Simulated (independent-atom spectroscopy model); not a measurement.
# DyH2ClO2: what X-rays and electrons would show

Aim: from the formula and density of DyH2ClO2, work out its electron mean free paths, its core-loss edges, its X-ray refractive index and its thin-foil X-ray spectrum.

The numbers are computed with independent-atom spectroscopy model (version 2): independent atoms, textbook formulas over atomic cross sections; no chemical shifts or fine structure; level and line energies, yields and scattering factors come from tables.

**1. Composition and density**

```
formula          : DyH2ClO2
density          : 5.404 g/cm³ (from a measured cell)
molar mass       : 231.96 g/mol
atoms per volume : 84.2 per nm³
```

```tsv
element	atoms (%)	mass (%)
Dy	16.7	70.1
H	33.3	0.9
Cl	16.7	15.3
O	33.3	13.8
```

**2. Inelastic and elastic paths**

Model: electron mean free paths: inelastic by TPP-2M with the stated gap parameter, elastic and transport from Dirac partial-wave cross sections of free atoms, attenuation length as the inelastic path times 1 - 0.738 albedo.

Settings:

```json
{
  "elements": ["Dy", "H", "Cl", "O"],
  "counts": [1, 2, 1, 2],
  "density": 5.404,
  "electron_energy": [100.0, 105.0, 131.0, 200.0, 300.0, 500.0, 700.0, 10000.0],
  "valence_electrons": 30,
  "tpp_gap_parameter": 0.0
}
```

Units: density in g/cm³, electron_energy in eV, tpp_gap_parameter in eV.

**3. EELS edges**

Model: core-loss signal of a thin specimen = atoms x partial cross section (first Born, Dirac-Hartree-Slater continuum), each subshell from its own tabulated edge; single scattering, no white lines; K, p, d and f edges from 35 to 3200 eV, the lower partner alone where a pair is split widely.

Settings:

```json
{
  "elements": ["Dy", "H", "Cl", "O"],
  "counts": [1, 2, 1, 2],
  "density": 5.404,
  "beam_energy": 100,
  "collection_angle": 20,
  "window": 100
}
```

Units: density in g/cm³, beam_energy in keV, collection_angle in mrad, window in eV.

**4. Optical constants in the X-ray range**

Model: refractive index n = 1 - delta + i beta from Henke atomic scattering factors, independent atoms (rough under about 100 eV); 1/e length of the intensity, critical angle sqrt(2 delta) where beta is under 0.3 delta.

Settings:

```json
{
  "elements": ["Dy", "H", "Cl", "O"],
  "counts": [1, 2, 1, 2],
  "density": 5.404,
  "photon_energy": [91.84, 94.3, 524.9, 1253.6, 2984.3, 3080.0, 4480.0, 5414.7, 6930.3, 9251.7]
}
```

Units: density in g/cm³, photon_energy in eV.

**5. X-ray lines from a thin foil**

Model: thin-foil X-ray emission: photons = atoms x relativistic binary-encounter-Bethe cross section (averaged denominator) with Coster-Kronig feeding x tabulated yield and branching; no absorption or detector response; main K, L (from Ca) and M (from Gd) lines over 0.5 percent, close pairs merged.

Settings:

```json
{
  "elements": ["Dy", "H", "Cl", "O"],
  "counts": [1, 2, 1, 2],
  "density": 5.404,
  "beam_energy": 200.0,
  "range_end": 40
}
```

Units: density in g/cm³, beam_energy in keV, range_end in keV.

**Question.** What will these runs give? Wanted: free-electron plasmon energy; strongest loss edge; strongest thin-foil line.

As calculated:

| quantity | value |
| --- | --- |
| inelastic path at 700.0 eV | 1.46 nm |
| attenuation length there | 1.22 nm |
| free-electron plasmon energy | 24.1 eV |
| strongest loss edge | Cl L23, 200.0 eV |
| δ, β at 9251.7 eV | 1.08e-05, 1.47e-06 |
| 1/e length at 9251.7 eV | 7.27 μm |
| critical angle there | 0.266° |
| strongest thin-foil line | O Kα1+2, 0.5249 keV |

In words: At 700.0 eV, 95 % of a signal at normal exit comes from the top 3.6 nm (three attenuation lengths). Above that the inelastic path grows about as energy to the power 0.80. With the gap parameter at zero the paths are too short if the compound is an insulator. The strongest feature of the loss spectrum is Cl L23 at 200.0 eV. With 17 % of the atoms, Cl carries 64 % of the listed signal. H shows nothing within the model's range and threshold. β rises between 6930 and 9252 eV, so an absorption edge lies between them. The strongest feature of the thin-foil spectrum is O Kα1+2 at 0.5249 keV. With 17 % of the atoms, Dy carries 58 % of the listed signal. Dy Lα1+2 follows closely at 94 %. H shows nothing within the model's range and threshold. Bonding is absent from the model, so shifts and fine structure near edges are missing.
